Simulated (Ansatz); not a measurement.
# ClHISi radical (SMILES Cl[SiH]I): a rigid scan of the angle H4–Si2–I3

The task here is to estimate one member of a computed series from the others.

Computed with Ansatz 0.2.0, Gaussian basis. Level: single points in def2-TZVPP.

Levels: PBE-D4, r2SCAN-D4, PBE0-D4, B3LYP-D4, wB97M-V, Hartree-Fock, MP2, CCSD, CCSD(T). The scan takes 84.4, 90.4, 96.4, 102.4, 108.4, 114.4, 120.4, 126.4, 132.4°.

Correlated methods freeze the cores. Filled d shells of the heavier atoms are correlated. Core potentials replace the inner electrons past krypton, and spin-orbit coupling is left out. Orbitals are unrestricted. B3LYP uses VWN-RPA correlation.

28 further runs of the same task are left out: 28 set aside as unsound or not needed.

## Starting geometry

The minimum, relaxed at PBE0-D4: SMILES `Cl[SiH]I`, 4 atoms, charge 0, spin multiplicity 2.

Atoms are counted from 1 here; the program's logs count them from 0.

Bond lengths: Cl1–Si2 2.051 Å, Si2–I3 2.432 Å, Si2–H4 1.490 Å. Angles: Cl1–Si2–I3 111.4°, Cl1–Si2–H4 107.2°, I3–Si2–H4 108.4°.

Geometry (Å):

```
Cl   -1.82568   -0.60492   -0.14728
Si    0.07842    0.05130   -0.53393
I     1.70005   -1.02288    0.92567
H     0.10271    1.51631   -0.26486
```

Energies of the minimum (eV), from earlier single points: PBE-D4 -28510.05980, r2SCAN-D4 -28521.12710, PBE0-D4 -28512.48396, B3LYP-D4 -28523.11132, wB97M-V -28517.63345, CCSD(T) -28478.28085.

At the minimum the angle H4–Si2–I3 is 108.4°.

The first run:

File ccsdt-tzvpp/in.yaml:

```yaml
crystal:
  periodic: [false, false, false]
  atoms:
    - {symbol: Cl, position_ang: [-1.825684, -0.604923, -0.147277]}
    - {symbol: Si, position_ang: [0.078423, 0.051299, -0.533930]}
    - {symbol: I, position_ang: [1.700051, -1.022882, 0.925670]}
    - {symbol: H, position_ang: [0.529077, 1.305933, 0.130931]}
basis:
  gaussian: {orbitals: def2-TZVPP}
magnetization: {spin_polarized: true, initial_magnetization: 1}
correlation: {method: ccsd_t}
scf: {omitted_lower_state_checks: [cluster_reference]}
```

No record of the launch command was kept for these runs.

Among the steps run: H4–Si2–I3 = 84.4°; H4–Si2–I3 = 90.4°; H4–Si2–I3 = 96.4°; H4–Si2–I3 = 102.4°; H4–Si2–I3 = 108.4°; H4–Si2–I3 = 114.4°; H4–Si2–I3 = 120.4°; H4–Si2–I3 = 126.4°; H4–Si2–I3 = 132.4°.

One of the session's tables, all rows but one given; the rest of the session is left out.

It belongs to the step «The curves». Energies less that of the minimum at the same level (kJ/mol):

| angle (°) | PBE-D4 | PBE0-D4 | B3LYP-D4 | wB97M-V | Hartree-Fock |
| --- | --- | --- | --- | --- | --- |
| 84.4 | 29.2 | 32.2 | 32.5 | 32.6 | 41.5 |
| 90.4 | ? | ? | ? | ? | ? |
| 96.4 | 6.9 | 7.7 | 7.7 | 7.5 | 10.0 |
| 102.4 | 1.6 | 1.9 | 1.9 | 1.8 | 2.6 |
| 108.4 (minimum) | 0.0 | 0.0 | 0.0 | 0.0 | 0.0 |
| 108.4 | 0.0 | 0.0 | 0.0 | 0.0 | 0.0 |
| 114.4 | 1.8 | 1.8 | 1.8 | 2.0 | 2.0 |
| 120.4 | 6.9 | 7.1 | 7.2 | 7.6 | 8.3 |
| 126.4 | 15.1 | 15.8 | 16.1 | 16.5 | 18.7 |
| 132.4 | 26.4 | 27.8 | 28.1 | 28.8 | 33.2 |

Estimate the missing values for angle (°) = 90.4.

Worked estimate for «PBE-D4». A straight line through the neighbours (84.4, 29.2) and (96.4, 6.9) gives 29.2 + (6.9 − 29.2) × (90.4 − 84.4) / (96.4 − 84.4) = 18.1; a parabola fitted to 3 rows on both sides gives 16.1.

As computed: PBE-D4: 16.0; PBE0-D4: 17.7; B3LYP-D4: 17.8; wB97M-V: 17.7; Hartree-Fock: 22.8. In «PBE-D4» the line misses by +2.1 and the parabola by +0.1.
